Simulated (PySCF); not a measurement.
# H5O4Y (Y(OH)3(H2O)): the cost of one run

Method: PBE0, Y def2-SVP with ECP28, O def2-SVP, H def2-SVP; scalar-relativistic core potentials, no spin–orbit coupling; program: PySCF 2.14.0.

1 further run of the same task is left out (for a known fault of the program).

### Step 1. Starting geometry

10 atoms, charge 0, spin multiplicity 1.

Bond lengths: Y1–O2 2.117 Å, Y1–O4 2.029 Å, Y1–O6 2.028 Å, Y1–O8 2.389 Å, Y1–H9 2.395 Å, O2–H3 0.956 Å, O4–H5 0.955 Å, O6–H7 0.955 Å, O8–H9 1.007 Å, O8–H10 0.963 Å. Angles: O2–Y1–O4 117.1°, O2–Y1–O6 118.7°, O2–Y1–O8 67.5°, O2–Y1–H9 43.2°, O4–Y1–O6 117.5°, O4–Y1–O8 105.4°, O4–Y1–H9 112.9°, O6–Y1–O8 120.0°, O6–Y1–H9 126.4°, O8–Y1–H9 24.3°, Y1–O2–H3 153.8°, Y1–O4–H5 171.3°, Y1–O6–H7 172.0°, Y1–O8–H9 78.2°, Y1–O8–H10 124.2°, H9–O8–H10 107.7°, Y1–H9–O8 77.5°.

As a file:

```
atom     x (Å)     y (Å)     z (Å)
  Y1   0.00486  -0.38227  -0.10194
  O2   0.69413   1.50454   0.56514
  H3   1.34420   2.09711   0.94080
  O4  -1.45710  -1.27093   0.98905
  H5  -2.05469  -1.80240   1.51101
  O6   1.28693  -1.58872  -1.10814
  H7   1.83259  -2.25741  -1.51766
  O8  -1.06046   1.43279  -1.23182
  H9  -0.45990   1.91709  -0.58525
 H10  -1.96427   1.72061  -1.06322
```

Formal oxidation states: Y +3. An earlier session relaxed this geometry at PBE0, Y def2-SVP with ECP28, O def2-SVP, H def2-SVP (singlet, point group C1).

Its energy there is -341.881475 Eh.

### Step 2. One electron removed, multiplicity 2

Contents of run.py (the lines that set the calculation):

```python
mol = gto.M(atom='''
Y      0.00486    -0.38227    -0.10194
O      0.69413     1.50454     0.56514
H      1.34420     2.09711     0.94080
O     -1.45710    -1.27093     0.98905
H     -2.05469    -1.80240     1.51101
O      1.28693    -1.58872    -1.10814
H      1.83259    -2.25741    -1.51766
O     -1.06046     1.43279    -1.23182
H     -0.45990     1.91709    -0.58525
H     -1.96427     1.72061    -1.06322''',
    basis={'Y': 'def2-SVP', 'O': 'def2-SVP', 'H': 'def2-SVP'},
    ecp={'Y': 'def2-SVP'},
    charge=1, spin=1)
mf = dft.UKS(mol, xc='PBE0')
mf.grids.atom_grid = (50, 194)
mf = mf.density_fit()  # fitting sets: Y def2-universal-JKFIT, O def2-universal-JKFIT, H def2-universal-JKFIT
mf.conv_tol = 1e-08; mf.max_cycle = 55
mf.kernel(dm0)  # dm0: the density of the relaxed state
```

Command:

```console
$ OMP_NUM_THREADS=2 python run.py
```

**Question.** How long does this run take on 2 threads of Intel Xeon 6975P-C (Granite Rapids), shared host?

About 6.4 s.
